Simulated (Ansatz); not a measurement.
**HfV2: further runs on the relaxed cell**

Aim: for HfV2, fit an equation of state.

Method: DFT r2SCAN, scalar-relativistic, plane waves, PAW, in Ansatz 0.2.0.

## 1. The starting structure

The structure is cubic, space group Fd-3m (No. 227). Conventional cell: a = 7.383 Å, b = 7.383 Å, c = 7.383 Å, α = 90.00°, β = 90.00°, γ = 90.00°. Around Hf (site symmetry -43m) lie 12 V at 3.06 Å and 4 Hf at 3.20 Å. Around V (site symmetry -3m) lie 6 V at 2.61 Å and 6 Hf at 3.06 Å.

Coordinates:

```cif
data_structure
_symmetry_space_group_name_H-M 'P 1'
_symmetry_Int_Tables_number 1
_cell_length_a 5.2204
_cell_length_b 5.2204
_cell_length_c 5.2204
_cell_angle_alpha 60.000
_cell_angle_beta 60.000
_cell_angle_gamma 60.000
_cell_volume 100.60
loop_
_atom_site_label
_atom_site_type_symbol
_atom_site_fract_x
_atom_site_fract_y
_atom_site_fract_z
_atom_site_occupancy
Hf1 Hf 0.00000 0.00000 0.00000 1
Hf2 Hf 0.25000 0.25000 0.25000 1
V1 V 0.62500 0.62500 0.62500 1
V2 V 0.12500 0.62500 0.62500 1
V3 V 0.62500 0.62500 0.12500 1
V4 V 0.62500 0.12500 0.62500 1
```

It is the result of an earlier relaxation at this level (volume 16.77 Å³/atom; gap on the mesh: none (metal), site moments up to 0.8 μB).

## 2. Point at V/V0 = 0.97

input.yaml

```yaml
crystal:
  lattice:
    - [0.0, 3.6540889715, 3.6540889715]
    - [3.6540889715, 0.0, 3.6540889715]
    - [3.6540889715, 3.6540889715, 0.0]
  atoms:
    - { symbol: Hf, position: [0.0, 0.0, 0.0], spin: -0.16 }
    - { symbol: Hf, position: [0.25, 0.25, 0.25], spin: -0.16 }
    - { symbol: V, position: [0.625, 0.625, 0.625], spin: 0.91 }
    - { symbol: V, position: [0.125, 0.625, 0.625], spin: 0.91 }
    - { symbol: V, position: [0.625, 0.625, 0.125], spin: 0.91 }
    - { symbol: V, position: [0.625, 0.125, 0.625], spin: 0.91 }
basis:
  ecutwfc: 500
kpoints:
  mp_grid: { grid: [8, 8, 8] }
hamiltonian:
  xc: r2scan
scf:
  occupations: { method: gaussian, width: 0.1 }
output:
  forces: true
  stress: true
  eigenvalues: true
  populations: true
  write_density: true
  write_potential: true
  elf: true
  volumetric_format: npy
magnetization:
  spin_polarized: true
```

On the command line:

```console
$ ansatz run input.yaml --threads 1 --pin off --max-ram 2560MiB --backend cpu --events-out ev --progress --plain --runs-dir out
```

## 3. The cell scaled to 1.03 of its volume

Edit input.yaml of step 2 so:

```diff
@@ -2,5 +2,5 @@
   lattice:
-    - [0.0, 3.6540889715, 3.6540889715]
-    - [3.6540889715, 0.0, 3.6540889715]
-    - [3.6540889715, 3.6540889715, 0.0]
+    - [0.0, 3.7279288449, 3.7279288449]
+    - [3.7279288449, 0.0, 3.7279288449]
+    - [3.7279288449, 3.7279288449, 0.0]
   atoms:
@@ -25,6 +25,2 @@
   populations: true
-  write_density: true
-  write_potential: true
-  elf: true
-  volumetric_format: npy
 magnetization:
```

## 4. The cell scaled to 0.94 of its volume

Edit input.yaml of step 3 so:

```diff
@@ -2,5 +2,5 @@
   lattice:
-    - [0.0, 3.7279288449, 3.7279288449]
-    - [3.7279288449, 0.0, 3.7279288449]
-    - [3.7279288449, 3.7279288449, 0.0]
+    - [0.0, 3.6160227765, 3.6160227765]
+    - [3.6160227765, 0.0, 3.6160227765]
+    - [3.6160227765, 3.6160227765, 0.0]
   atoms:
```

## 5. Volume × 1.06

Edit input.yaml of step 4 so:

```diff
@@ -2,5 +2,5 @@
   lattice:
-    - [0.0, 3.6160227765, 3.6160227765]
-    - [3.6160227765, 0.0, 3.6160227765]
-    - [3.6160227765, 3.6160227765, 0.0]
+    - [0.0, 3.7637765136, 3.7637765136]
+    - [3.7637765136, 0.0, 3.7637765136]
+    - [3.7637765136, 3.7637765136, 0.0]
   atoms:
```

## 6. The cell scaled to 0.91 of its volume

Edit input.yaml of step 5 so:

```diff
@@ -2,5 +2,5 @@
   lattice:
-    - [0.0, 3.7637765136, 3.7637765136]
-    - [3.7637765136, 0.0, 3.7637765136]
-    - [3.7637765136, 3.7637765136, 0.0]
+    - [0.0, 3.5771377975, 3.5771377975]
+    - [3.5771377975, 0.0, 3.5771377975]
+    - [3.5771377975, 3.5771377975, 0.0]
   atoms:
```

## 7. The cell scaled to 1.10 of its volume

Edit input.yaml of step 6 so:

```diff
@@ -2,5 +2,5 @@
   lattice:
-    - [0.0, 3.5771377975, 3.5771377975]
-    - [3.5771377975, 0.0, 3.5771377975]
-    - [3.5771377975, 3.5771377975, 0.0]
+    - [0.0, 3.8105362826, 3.8105362826]
+    - [3.8105362826, 0.0, 3.8105362826]
+    - [3.8105362826, 3.8105362826, 0.0]
   atoms:
```

## 8. Volume × 0.88

Edit input.yaml of step 7 so:

```diff
@@ -2,5 +2,5 @@
   lattice:
-    - [0.0, 3.8105362826, 3.8105362826]
-    - [3.8105362826, 0.0, 3.8105362826]
-    - [3.8105362826, 3.8105362826, 0.0]
+    - [0.0, 3.5373885319, 3.5373885319]
+    - [3.5373885319, 0.0, 3.5373885319]
+    - [3.5373885319, 3.5373885319, 0.0]
   atoms:
@@ -25,2 +25,6 @@
   populations: true
+  write_density: true
+  write_potential: true
+  elf: true
+  volumetric_format: npy
 magnetization:
```

(Steps that only read results are left out.)

Q: Predict the outcome of this session. Wanted: equation of state.

As calculated:

| quantity | value |
| --- | --- |
| equation of state | no sound fit |

What this shows: The points do not lie on one smooth curve (fit error 1.42 meV/atom, B' = -0.3), which a change of structure or of magnetic state along the way can cause; no modulus is quoted. Other magnetic orders or occupations could lie lower; they were not searched in full. The runs treat Hf without spin-orbit coupling. The small moment in this metal comes from r2SCAN alone, which enlarges such moments; no other functional was run here.
